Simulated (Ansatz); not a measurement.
# Tc3Mo (I4/mmm): charge-density difference against the sublattices in Python

The task is a charge-density difference against the sublattices, for Tc3Mo (I4/mmm).

Program: the Python package of Ansatz 0.2.0. Level of theory: DFT PBEsol, plane waves, PAW. These are calculated values, not measurements.

## 1. The system

The structure is tetragonal, space group I4/mmm (No. 139). The conventional cell has a = 3.920 Å, b = 3.920 Å, c = 7.814 Å, α = 90.00°, β = 90.00°, γ = 90.00°. Around Tc (site symmetry -4m2) lie 8 Tc at 2.77 Å and 4 Mo at 2.77 Å. Tc (site symmetry 4/mmm) is surrounded by 8 Tc at 2.77 Å and 4 Mo at 2.77 Å. Mo (site symmetry 4/mmm) is surrounded by 12 Tc at 2.77 Å.

The script holds or builds the structure itself.

## 2. Script

The input, drho_tc3mo.py:

```python
"""Density difference of Tc3Mo against its sublattices."""

import ansatz as az
import numpy as np

vectors0 = np.array([
    [-1.95976, 1.95976, 3.906848],
    [1.95976, -1.95976, 3.906848],
    [1.95976, 1.95976, -3.906848],
])
sites = [
    ("Tc", [0.75, 0.25, 0.5]),
    ("Tc", [0.25, 0.75, 0.5]),
    ("Tc", [0.5, 0.5, 0.0]),
    ("Mo", [0.0, 0.0, 0.0]),
]


def build(cell):
    crystal = az.Crystal(lattice=az.Lattice.of(cell))
    for symbol, position in sites:
        crystal = crystal.atom(symbol, position)
    return crystal

# same cell, cutoff and mesh for the crystal and its parts
def solve(crystal):
    return (
        crystal.calculation()
        .functional("pbesol")
        .occupations("Fermi-Dirac")
        .basis(550, grid_basis="typed")
        .kpoints(8, 8, 8)
        .density()
        .run(threads=1)
    )


whole = solve(build(vectors0))
difference = whole.density().channels[0].density_e_per_ang3.copy()
binding = whole.report["free_energy_ev"]
for element in ["Tc", "Mo"]:
    part = az.Crystal(lattice=az.Lattice.of(vectors0))
    for symbol, position in sites:
        if symbol == element:
            part = part.atom(symbol, position)
    alone = solve(part)
    difference -= alone.density().channels[0].density_e_per_ang3
    binding -= alone.report["free_energy_ev"]
    print(f"{element} sublattice: {alone.report['n_electrons']:g} electrons, {alone.report['n_iterations']} iterations")

voxel = abs(np.linalg.det(vectors0)) / difference.size
print(f"energy of the crystal less its unpolarised sublattices: {binding / len(sites):.4f} eV/atom")
print(f"net charge of the difference {difference.sum() * voxel:.5f} e, charge rearranged {0.5 * np.abs(difference).sum() * voxel:.3f} e")
print(f"extremes {difference.min():.4f} and {difference.max():.4f} e/A^3")
for (symbol, position) in sites:
    index = tuple(int(round(p * n)) % n for p, n in zip(position, difference.shape))
    print(f"  change of the pseudo-density at the grid point nearest {symbol}: {difference[index]:+.4f} e/A^3")
```

## 3. What the engine is handed

The package turns the script's settings into the engine's input (first run):

```yaml
crystal:
  lattice:
    - [-1.95976, 1.95976, 3.906848]
    - [1.95976, -1.95976, 3.906848]
    - [1.95976, 1.95976, -3.906848]
  atoms:
    - { symbol: Tc, position: [0.75, 0.25, 0.5] }
    - { symbol: Tc, position: [0.25, 0.75, 0.5] }
    - { symbol: Tc, position: [0.5, 0.5, 0.0] }
    - { symbol: Mo, position: [0.0, 0.0, 0.0] }
basis:
  ecutwfc: 550.0
  fft_grid_basis: typed
kpoints:
  mp_grid:
    grid: [8, 8, 8]
hamiltonian:
  xc: pbesol
scf:
  occupations:
    method: fermi_dirac
output:
  write_density: true
```

## 4. Launch

Launch:

```console
$ python drho_tc3mo.py
```

The log of the run:

```text
Tc sublattice: 45 electrons, 8 iterations
Mo sublattice: 14 electrons, 7 iterations
energy of the crystal less its unpolarised sublattices: -2.8235 eV/atom
net charge of the difference -0.00000 e, charge rearranged 1.097 e
extremes -0.3331 and 0.2135 e/A^3
  change of the pseudo-density at the grid point nearest Tc: -0.0205 e/A^3
  change of the pseudo-density at the grid point nearest Tc: -0.0205 e/A^3
  change of the pseudo-density at the grid point nearest Tc: -0.0115 e/A^3
  change of the pseudo-density at the grid point nearest Mo: -0.0526 e/A^3
```

It took 10 s on 1 thread of Intel Xeon 6975P-C (Granite Rapids), shared host; peak memory 0.52 GiB.

## 5. What changed from run to run

The engine's inputs for the other runs:

Run 2, against run 1:

```diff
@@ -10 +9,0 @@
-    - { symbol: Mo, position: [0.0, 0.0, 0.0] }
```

Run 3, against run 1:

```diff
@@ -7,3 +6,0 @@
-    - { symbol: Tc, position: [0.75, 0.25, 0.5] }
-    - { symbol: Tc, position: [0.25, 0.75, 0.5] }
-    - { symbol: Tc, position: [0.5, 0.5, 0.0] }
```

## 6. Run by run

From the records of these 3 runs:

| run | system | energy (eV/atom) | volume (Å³/atom) | SCF cycles | CPU time (s) |
| --- | --- | --- | --- | --- | --- |
| 1 | Tc3Mo (4 atoms) | -5227.4982 | 15.00 | 9 | 4.9 |
| 2 | Tc (3 atoms) | -5336.3844 | 20.01 | 8 | 3.8 |
| 3 | Mo (1 atom) | -4889.5454 | 60.02 | 7 | 1.1 |

Energies are free energies F = E - TS of the smeared occupations. Totals carry meaning only in balanced differences at one level of theory.

## 7. Outcome

| quantity | value |
| --- | --- |
| crystal less its sublattices | -2.8235 eV/atom |
| runs compared | 3 |

**Reading.** All 3 runs converged, in 7 to 9 cycles. No spin polarisation was allowed. For a metal this k-point mesh is coarse: on a finer one energies can move by several to tens of meV an atom and pressures by half a GPa or more, differences at one mesh by less. The fields are valence quantities on the plane-wave grid; their values near the nuclei depend on the potentials. This cell is a computed structure, which may not be the phase found in nature. Charge moved counts every rearrangement, bonding and polarisation too, and is no transfer between atoms; the bare sublattices are artificial references.
